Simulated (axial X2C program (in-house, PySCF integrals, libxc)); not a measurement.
**A two-component session on TiC⁺: EOM-EA-CCSD levels**

Aim: EOM-EA-CCSD levels of TiC⁺, with spin–orbit coupling in the Hamiltonian from the start.

Computed with an in-house X2C program for linear molecules on PySCF integrals. Level: two-component X2C with atomic mean-field terms, Ti dyall-acv3z, C dyall-av3z.

All values are calculated.

## Step 1: Set-up

The input, task.json:

```json
{"zs": [22, 6], "q": 1, "bas": ["dyall-acv3z", "dyall-av3z"], "r0": 1.84, "eom": "ea", "thr": -2.0, "nmax": 92, "grid": [1, 0.96, 1.045, 0.92, 1.09, 1.15]}
```

Keys: zs atomic numbers; q charge; bas basis sets; r0 starting distance in Å; eom kind of EOM run; thr threshold in hartree for freezing inner shells (an s shell follows its p shell); nmax most natural virtual spinors; grid distances as factors.

Launch:

```console
$ python soeom.py task.json out
```

After this run come: EOM-EA-CCSD at 1.621 Å.

Q: Predict the outcome of this session. Wanted: next root led by one particle; T1 of the reference; lowest state, Re and ωe.

The runs gave:

```
                     quantity                             value
       lowest root at 1.621 Å                Ω = 3/2, 16.205 eV
next root led by one particle  Ω = 3/2, about 14870 cm⁻¹ higher
          T1 of the reference                             0.041
      lowest state, Re and ωe                 1.692 Å, 946 cm⁻¹
```

**Reading.** The added electron is bound by 16.21 eV in a spinor of 50% Ti dπ, 43% C pπ. Errors of 0.1 to 0.3 eV are usual at this size, and roots led by higher excitations are left out, so the list is incomplete, and low states of that kind can be missing. T1 or the largest double amplitude of the reference is raised, which lowers the reliability.
